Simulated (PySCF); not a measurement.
# Pb2O(OH)2: other functionals and bases at one geometry

Aim: see how levels, charges and forces of Pb2O(OH)2 depend on the level of theory. The structure is generated, not taken from experiment.

Program: PySCF 2.14.0. Level of theory: several levels, as the steps say, no spin–orbit coupling. These are calculated values, not measurements.

4 further runs of the same task are left out: 2 for a known fault of the program, 2 that didn't finish.

## (1) Starting geometry

7 atoms, charge 0, spin multiplicity 1.

Bond lengths: Pb1–O3 2.091 Å, Pb1–O4 2.105 Å, Pb2–O3 2.091 Å, Pb2–O6 2.105 Å, O4–H5 0.967 Å, O6–H7 0.967 Å. Angles: O3–Pb1–O4 93.3°, O3–Pb2–O6 93.3°, Pb1–O3–Pb2 157.4°, Pb1–O4–H5 107.8°, Pb2–O6–H7 107.8°.

Geometry (Å):

```xyz
7
H2O3Pb2
Pb   -1.2723    0.0000    2.0503
Pb   -1.2723    0.0000   -2.0503
O    -0.8632    0.0000    0.0000
O     0.7657    0.0000    2.5790
H     1.2829    0.0000    1.7617
O     0.7657    0.0000   -2.5790
H     1.2829    0.0000   -1.7617
```

Formal oxidation states: Pb +2. An earlier session relaxed this geometry at PBE0, Pb def2-SVP with ECP60, O def2-SVP, H def2-SVP (singlet, point group C2v).

At PBE0 on the finer grid: E = -612.257491 Eh, HOMO -6.81 eV, LUMO -2.02 eV, Mulliken charge on Pb1 +0.75 e, largest force component 0.023 eV/Å. 

Levels to run: HF; CAM-B3LYP; TPSS; r2SCAN; PBE0, TZVP; PBE0, x2c-SVP. Hardware: 2 threads of Arm Neoverse V2, shared host.

## (2) HF

File run.py (the lines that set the calculation):

```python
mol = gto.M(atom='''
Pb    -1.27228     0.00000     2.05026
Pb    -1.27228     0.00000    -2.05026
O     -0.86316     0.00000     0.00000
O      0.76570     0.00000     2.57901
H      1.28286     0.00000     1.76166
O      0.76570     0.00000    -2.57901
H      1.28286     0.00000    -1.76166''',
    basis={'Pb': 'def2-SVP', 'O': 'def2-SVP', 'H': 'def2-SVP'},
    ecp={'Pb': 'def2-SVP'},
    charge=0, spin=0)
mf = scf.RHF(mol)
mf = mf.density_fit()  # fitting sets: Pb def2-universal-JKFIT, O def2-universal-JKFIT, H def2-universal-JKFIT
mf.conv_tol = 1e-08; mf.max_cycle = 55
mf.kernel(dm0)  # dm0: the density of the relaxed state
```

On the command line:

```console
$ OMP_NUM_THREADS=2 python run.py
```

## (3) CAM-B3LYP

Edit run.py (the lines that set the calculation) of step 2 so:

```diff
@@ -11,3 +11,4 @@
     charge=0, spin=0)
-mf = scf.RHF(mol)
+mf = dft.RKS(mol, xc='CAMB3LYP')
+mf.grids.atom_grid = (75, 302)
 mf = mf.density_fit()  # fitting sets: Pb def2-universal-JKFIT, O def2-universal-JKFIT, H def2-universal-JKFIT
```

## (4) TPSS

Edit run.py (the lines that set the calculation) of step 3 so:

```diff
@@ -11,3 +11,3 @@
     charge=0, spin=0)
-mf = dft.RKS(mol, xc='CAMB3LYP')
+mf = dft.RKS(mol, xc='TPSS')
 mf.grids.atom_grid = (75, 302)
```

## (5) r2SCAN

Edit run.py (the lines that set the calculation) of step 4 so:

```diff
@@ -11,3 +11,3 @@
     charge=0, spin=0)
-mf = dft.RKS(mol, xc='TPSS')
+mf = dft.RKS(mol, xc='R2SCAN')
 mf.grids.atom_grid = (75, 302)
```

## (6) PBE0, TZVP

Basis: Pb def2-TZVP with ECP60, O def2-TZVP, H def2-TZVP. 

Edit run.py (the lines that set the calculation) of step 5 so:

```diff
@@ -8,6 +8,6 @@
 H      1.28286     0.00000    -1.76166''',
-    basis={'Pb': 'def2-SVP', 'O': 'def2-SVP', 'H': 'def2-SVP'},
-    ecp={'Pb': 'def2-SVP'},
+    basis={'Pb': 'def2-TZVP', 'O': 'def2-TZVP', 'H': 'def2-TZVP'},
+    ecp={'Pb': 'def2-TZVP'},
     charge=0, spin=0)
-mf = dft.RKS(mol, xc='R2SCAN')
+mf = dft.RKS(mol, xc='PBE0')
 mf.grids.atom_grid = (75, 302)
@@ -15,2 +15,2 @@
 mf.conv_tol = 1e-08; mf.max_cycle = 55
-mf.kernel(dm0)  # dm0: the density of the relaxed state
+mf.kernel(dm0)  # dm0: free metal ions and neutral atoms
```

## (7) PBE0, x2c-SVP

Basis: Pb x2c-SVPall, O x2c-SVPall, H x2c-SVPall. All electrons are treated, with the spin-free X2C Hamiltonian.

File run.py (the lines that set the calculation):

```python
mol = gto.M(atom='''
Pb    -1.27228     0.00000     2.05026
Pb    -1.27228     0.00000    -2.05026
O     -0.86316     0.00000     0.00000
O      0.76570     0.00000     2.57901
H      1.28286     0.00000     1.76166
O      0.76570     0.00000    -2.57901
H      1.28286     0.00000    -1.76166''',
    basis={'Pb': 'x2c-SVPall', 'O': 'x2c-SVPall', 'H': 'x2c-SVPall'},
    nucmod='G',
    charge=0, spin=0)
mf = dft.RKS(mol, xc='PBE0')
mf.grids.atom_grid = (99, 590)
mf = mf.density_fit()  # fitting sets: Pb AutoAux, O AutoAux, H AutoAux
mf = mf.sfx2c1e()
mf.conv_tol = 1e-08; mf.max_cycle = 55
mf.kernel(dm0)  # dm0: free metal ions and neutral atoms
```

Q: Predict the outcome of this session. Wanted: for each run, HOMO; gap; charge on Pb1; dipole; largest force.

The runs gave:

| level | state | HOMO (eV) | gap (eV) | charge on Pb1 (e) | dipole (D) | largest force (eV/Å) | basis functions | time |
| --- | --- | --- | --- | --- | --- | --- | --- | --- |
| PBE0 (relaxed here) | singlet | -6.81 | 4.79 | 0.75 | 4.40 | 0.02 | 104 | 14 s |
| HF | singlet | -9.85 | 10.46 | 1.04 | 5.63 | 1.19 | 104 | 2.5 s |
| CAM-B3LYP | singlet | -8.11 | 6.95 | 0.74 | 4.48 | 0.24 | 104 | 6.2 s |
| TPSS | singlet | -5.54 | 2.97 | 0.67 | 3.78 | 0.61 | 104 | 7.1 s |
| r2SCAN | singlet | -5.76 | 3.19 | 0.73 | 4.02 | 0.19 | 104 | 6.8 s |
| PBE0, TZVP | singlet | -7.03 | 4.89 | 0.82 | 5.02 | 0.44 | 205 | 17 s |
| PBE0, x2c-SVP | singlet | -6.84 | 4.80 | 0.77 | 4.36 | 0.34 | 176 | 67 s |

Times are on 2 threads of Arm Neoverse V2, shared host; the first row also made further properties.

In one basis the HOMO–LUMO gap runs from 2.97 eV (TPSS) to 10.46 eV (HF). The largest leftover force, 1.19 eV/Å with HF, stands at a geometry relaxed at another level. The Mulliken charge on Pb spans +0.67 to +1.04 e over the levels. Total energies of different levels can't be compared. Spin–orbit coupling is left out throughout.
